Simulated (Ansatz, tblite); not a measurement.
## A script for Na₂IF (GFN2-xTB)

These are simulated results from tblite 0.8.0, not measurements. The cell was built from a prototype and was relaxed with r2SCAN in plane waves (Ansatz 0.2.0). It may be hypothetical. All runs are without spin polarisation.

The symmetry is R-3m (No. 166, trigonal); conventional cell a = 3.997 Å, c = 19.238 Å, 22.18 Å³ an atom. F has 6 Na at 2.58 Å; I has 6 Na at 3.08 Å; Na has 3 F at 2.58 Å and 3 I at 3.08 Å.

tblite solves periodic systems at the zone centre alone, so the script builds a cluster of 3×3×1 conventional cells (108 atoms), which folds in a coarse mesh of k points.

run.py reads:

```python
import json
from ase import Atoms
from ase.build import make_supercell
from ase.units import Bohr, GPa, Hartree
from tblite.interface import Calculator

atoms = Atoms(['F', 'I', 'Na', 'Na'],
              cell=[[1.9985, 1.153834, 6.412789], [-1.9985, 1.153834, 6.412789], [0.0, -2.307669, 6.412789]],
              scaled_positions=[[1.0, 0.0, 0.0], [0.5, 0.5, 0.5], [0.272799, 0.272799, 0.272799], [0.727201, 0.727201, 0.727201]],
              pbc=True)
cluster = make_supercell(atoms, [[3, -3, 0], [0, 3, -3], [1, 1, 1]])
calc = Calculator('GFN2-xTB', cluster.numbers, cluster.positions / Bohr, lattice=cluster.cell[:] / Bohr, periodic=cluster.pbc)
calc.set('temperature', 0.02 / Hartree)
calc.set('max-iter', 150)
res = calc.singlepoint()
levels = res.get('orbital-energies') * Hartree
nv = round(res.get('orbital-occupations').sum() / 2)
cells = len(cluster) // len(atoms)
out = {'energy_per_cell': res.get('energy') * Hartree / cells, 'homo': levels[nv - 1], 'lumo': levels[nv],
       'stress': (-res.get('virial') * Hartree / cluster.get_volume() / GPa).tolist(), 'charges': res.get('charges')[:len(atoms)].tolist(), 'electrons': 2 * nv / cells}
json.dump(out, open('results.json', 'w'))
for key, value in out.items():
    print(key, value)
```

Command: `python run.py`. It took 8.7 s on 1 thread of Arm Neoverse V2 (shared host), peak memory 0.14 GiB.

Output:

```
------------------------------------------------------------
  cycle        total energy    energy error   density error
------------------------------------------------------------
      1     -240.3700662349  -2.4067325E+02   3.9847629E-01
      2     -245.4998673750  -5.1298011E+00   6.6604415E-01
      3     -245.9892705518  -4.8940318E-01   4.3551107E-01
      4     -247.0716239348  -1.0823534E+00   3.9931621E-02
      5     -247.0768174525  -5.1935177E-03   9.1848206E-02
      6     -247.0785105180  -1.6930655E-03   7.7893742E-02
      7     -247.0931466007  -1.4636083E-02   5.1265172E-03
      8     -247.0931926768  -4.6076169E-05   2.1275825E-03
      9     -247.0935886031  -3.9592623E-04   1.0666226E-03
     10     -247.0935863653   2.2377755E-06   5.7216059E-04
     11     -247.0935907373  -4.3719836E-06   1.2590856E-04
     12     -247.0935907956  -5.8326179E-08   1.1061537E-04
     13     -247.0935908268  -3.1162301E-08   8.2715324E-05
     14     -247.0935908488  -2.2034897E-08   3.6229088E-05
     15     -247.0935908528  -4.0391512E-09   2.6215316E-05
     16     -247.0935908519   9.1549168E-10   2.8343506E-05
     17     -247.0935908564  -4.4858837E-09   1.2957271E-05
------------------------------------------------------------

 total:                                   8.107 sec
energy_per_cell -249.02811425707225
homo -12.521840337500906
lumo -9.782544922254866
stress [[9.519320484043101, -0.00044914032785995533, -2.300063439876484e-06], [-0.0004491403278598152, 9.51880579971757, 1.0170795492744766e-06], [-2.3000634398135864e-06, 1.017079549325431e-06, 6.144255210559653]]
charges [-0.6310583872437048, -0.49543052523106684, 0.5632506384947619, 0.5632506946124152]
electrons 16.0
```

The cycle table is in hartree for the whole cluster, and the lines after it are in eV (the energy for one cell). The printed stress is in GPa and positive in compression, and the pressure is its mean diagonal.

GFN2-xTB gives a gap of 2.74 eV. On the same cell, plane-wave PBE (Ansatz, 8×8×8 k points and the special points) gives a gap of 1.94 eV and r2SCAN a gap of 2.51 eV; on shared hosts these took about 9.5 and 22 core-seconds on the 4-atom cell, against 8.7 for the script. Spin-orbit coupling, left out in all these runs, can cut or reorder the gap by tenths of an eV, up to about 1 eV with Pb or Bi. xTB was fitted to molecules, so gaps, charges and pressures of solids can be far off, and the gap also depends on the size of the cluster.

The same script was run on cells scaled at fixed shape and fractional coordinates:

```csv
volume (Å³/atom),energy (meV/atom),"pressure (GPa, positive in compression)",gap (eV)
19.52,183.5,14.45,2.96
20.85,79.6,10.89,2.86
22.18,0.0,8.39,2.74
23.51,-61.7,6.50,2.57
24.84,-109.3,5.00,2.38
```

The minimum lies beyond the largest of these volumes.

xTB was fitted mostly to molecules, and a small cluster samples few k points, so gaps, pressures and kinks along a curve can be far from a solid's.

No spin-orbit coupling is included; it can move band edges with weight on the heavy atoms by tenths of an eV.
